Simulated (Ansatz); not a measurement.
# The zirconium atom (triplet): the correlation ladder, def2-TZVPD

How much of the correlation energy of the zirconium atom (triplet) does each wave-function method recover here?

Method: def2-TZVPD, core rule «outside noble gas», up to 4 orbitals frozen; program: Ansatz 0.2.0, Gaussian basis.

Plan: UHF; CCSD(T) on ROHF; CCSD(T) on UHF; CISD; CCSDT(Q) on ROHF; CCSDT(Q) on UHF; CASSCF and MRCISD+Q, 4 electrons in 6 orbitals; CASSCF and MRCISD+Q(relaxed), 4 electrons in 6 orbitals; CASSCF and NEVPT4(SD), 4 electrons in 6 orbitals; CASSCF and NEVPT2, 4 electrons in 6 orbitals; Full CI.

### Step 1. The atom

A free atom, in its lowest state of this spin that the program finds. No spin-orbit coupling is included. Elements past krypton take def2 core potentials.

1 atom, charge 0, spin multiplicity 3.

### Step 2. UHF

Input file in.yaml:

```yaml
crystal:
  periodic: [false, false, false]
  atoms:
    - {symbol: Zr, position_ang: [0.000000, 0.000000, 0.000000]}
basis:
  gaussian: {orbitals: def2-TZVPD}
magnetization: {spin_polarized: true, initial_magnetization: 2}
hamiltonian: {xc: hf}
output: {orbitals: {seedname: orbitals}}
```

Launch:

```
$ ansatz run in.yaml --threads 1 --pin off --events-out ev --progress --plain --max-ram 2393MiB
```

Further steps of the session: CCSD(T) on ROHF; CCSD(T) on UHF; CISD; CCSDT(Q) on ROHF; CCSDT(Q) on UHF; CASSCF and MRCISD+Q, 4 electrons in 6 orbitals; CASSCF and MRCISD+Q(relaxed), 4 electrons in 6 orbitals; CASSCF and NEVPT4(SD), 4 electrons in 6 orbitals; CASSCF and NEVPT2, 4 electrons in 6 orbitals; Full CI.

**Question.** What will the summary of the whole plan be? Wanted: FCI below the RHF energy; RMP2 from FCI; UMP2 from FCI; RCCSD from FCI; RCCSD(T) from FCI; UCCSD(T) from FCI; RCCSDT(Q) from FCI; UCCSDT(Q) from FCI; NEVPT2 valence from FCI.

As calculated:

| quantity | value |
| --- | --- |
| FCI below the RHF energy | -1.5569 eV |
| RMP2 from FCI | +468.9 meV |
| UMP2 from FCI | +388.0 meV |
| RCCSD from FCI | +97.0 meV |
| RCCSD(T) from FCI | +34.2 meV |
| UCCSD(T) from FCI | -47.6 meV |
| RCCSDT(Q) from FCI | +0.3 meV |
| UCCSDT(Q) from FCI | -80.0 meV |
| NEVPT2 valence from FCI | +598.0 meV |
| NEVPT4(SD) valence from FCI | +191.2 meV |
| MRCISD+Q valence from FCI | -39.6 meV |
| levels within 1 kcal/mol (43 meV) | UCCSD, RCCSD(T), RCCSDT, RCCSDT(Q), MRCISD+Q valence |
| T1 diagnostic | 0.024 |
| effectively unpaired electrons | 2.14 |

**Reading.** RCCSD(T) lands +34.2 meV from the yardstick (2.2 % of the correlation energy). CCSD(T) misses by +34.2 meV on the restricted determinant and by -47.6 meV on the unrestricted one; the two need not hold the same state or core. UCCSD(T), UCCSDT, UCCSDT(Q), MRCISD+Q valence, MRCISD+Q(relaxed) valence fall below full CI: unrestricted runs freeze a spin-polarised core, another one than full CI's, and coupled cluster isn't variational. One determinant dominates. Of the multireference levels listed MRCISD+Q valence comes nearest in total energy (-39.6 meV), which doesn't show that its space is the better one. These misses are within one basis, not against nature; the frozen cores of restricted and unrestricted runs differ, which can shift their rows.
